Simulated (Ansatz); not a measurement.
# C3H3LiO2: small, medium and large basis sets

An exercise on one series of results from a longer session: the logs are not shown, and one member is left open.

The runs use Ansatz 0.2.0, Gaussian basis; one geometry, several basis sets.

The runs, in order: PBE0-D4/def2-SVP; ωB97M-V/def2-SVP; PBE0-D4/def2-QZVPP; ωB97M-V/def2-QZVPP; the functionals' def2-TZVPP values are taken from earlier runs.

**The relaxed structure**

All runs share one geometry, relaxed beforehand with PBE0-D4 in a triple-zeta def2 set.

SMILES `[Li-]1[O]C=CC=[O+]1`, 9 atoms, charge 0, spin multiplicity 1.

Atoms are counted from 1 here; the program's logs count them from 0.

Bond lengths: Li1–O2 1.782 Å, Li1–O6 1.782 Å, O2–C3 1.256 Å, C3–C4 1.400 Å, C3–H7 1.102 Å, C4–C5 1.400 Å, C4–H8 1.083 Å, C5–O6 1.256 Å, C5–H9 1.102 Å. Angles: O2–Li1–O6 108.4°, Li1–O2–C3 116.4°, O2–C3–C4 127.2°, O2–C3–H7 116.8°, C4–C3–H7 116.0°, C3–C4–C5 124.5°, C3–C4–H8 117.8°, C5–C4–H8 117.8°, C4–C5–O6 127.2°, C4–C5–H9 116.0°, O6–C5–H9 116.8°, Li1–O6–C5 116.4°.

Set-up of the first run:

in.yaml reads:

```yaml
crystal:
  periodic: [false, false, false]
  atoms:
    - {symbol: Li, position_ang: [0.061603, 0.870910, -1.978474]}
    - {symbol: O, position_ang: [1.132307, -0.422676, -1.383135]}
    - {symbol: C, position_ang: [0.946463, -0.799990, -0.199625]}
    - {symbol: C, position_ang: [-0.008241, -0.316889, 0.702532]}
    - {symbol: C, position_ang: [-0.932534, 0.693317, 0.412921]}
    - {symbol: O, position_ang: [-1.059785, 1.319061, -0.668689]}
    - {symbol: H, position_ang: [1.604990, -1.599830, 0.176498]}
    - {symbol: H, position_ang: [-0.034064, -0.755208, 1.692143]}
    - {symbol: H, position_ang: [-1.622240, 0.965006, 1.228628]}
basis:
  gaussian: {orbitals: def2-SVP}
hamiltonian: {xc: pbe0, dispersion: d4}
output: {orbitals: {seedname: orbitals}}
```

The run is started by

```
$ ansatz run in.yaml --threads 2 --pin off --events-out ev --progress --plain --max-ram 32768MiB --backend cpu
```

Steps of the session up to this table: PBE0-D4 in def2-SVP; ωB97M-V in def2-SVP; PBE0-D4 in def2-QZVPP; ωB97M-V in def2-QZVPP.

One of the session's tables, all rows but one given; the rest of the session is left out.

It belongs to the step «Density functionals: the series». 

| functional | basis | HOMO (eV) | LUMO (eV) |
| --- | --- | --- | --- |
| PBE0-D4 | def2-SVP | -6.31 | -0.73 |
| PBE0-D4 | def2-TZVPP | ? | ? |
| PBE0-D4 | def2-QZVPP | -6.45 | -1.02 |
| ωB97M-V | def2-SVP | -8.38 | 0.19 |
| ωB97M-V | def2-TZVPP | -8.52 | 0.20 |
| ωB97M-V | def2-QZVPP | -8.54 | 0.00 |

**Question.** Estimate the row for PBE0-D4, def2-TZVPP.

As computed: HOMO (eV): -6.43; LUMO (eV): -0.96. In the column «HOMO (eV)» it lies between PBE0-D4, def2-QZVPP (-6.45) and PBE0-D4, def2-SVP (-6.31).
